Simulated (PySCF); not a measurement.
# C6H5F3: the cost of one run

The runs use PySCF 2.14.0, with density-fitted response routines of our own; the level of theory stands in each step. All values are computed, except where a source is named. Atoms are numbered from 0 throughout.

### Step 1. Starting geometry

14 atoms, charge 0, multiplicity 1; geometry from: GFN2-xTB. The atoms were then displaced at random by about 0.01 Å, so the start is not that level's minimum.

Bonds of the start (Å): C0–C1 1.19, C1–C2 1.46, C2–C3 1.54, C2–C4 1.49, C4–F5 1.35, C4–C6 1.32, C6–F7 1.34, C6–F8 1.34, C0–H9 1.06, C2–H10 1.11, C3–H11 1.09, C3–H12 1.03, C3–H13 1.11.

### Step 2. Geometry optimisation at PBE0-D3(BJ)/def2-SVP

The job: settings as JSON, then the geometry in Å.

```
{"job": {"xc": "PBE0", "basis": "def2-SVP", "d3": "d3bj", "grid": 1, "shake": 0.01, "kind": "geom"}, "charge": 0, "multiplicity": 1}
C      1.735830     1.672060     0.821300
C      1.091510     0.685680     0.633800
C      0.334640    -0.540980     0.390400
C      0.726650    -1.109920    -0.988570
C     -1.127530    -0.295400     0.518840
F     -1.801090    -1.147800     1.312740
C     -1.794400     0.676340    -0.072940
F     -1.230830     1.575940    -0.887530
F     -3.110050     0.898160     0.051460
H      2.255240     2.578310     0.988070
H      0.614980    -1.271520     1.180280
H      0.449320    -0.390950    -1.753190
H      1.728780    -1.317730    -1.051790
H      0.119780    -2.027280    -1.150630
```

The run is started by

```
$ OMP_NUM_THREADS=1 python probes_run.py task.json out
```

One launch serves the whole session: the jobs run in the order shown.

Q: Estimate the wall time and peak memory of this first job on 1 thread of Intel Xeon Platinum 8488C, shared host.

About 66 s, with a peak of 0.61 GiB.
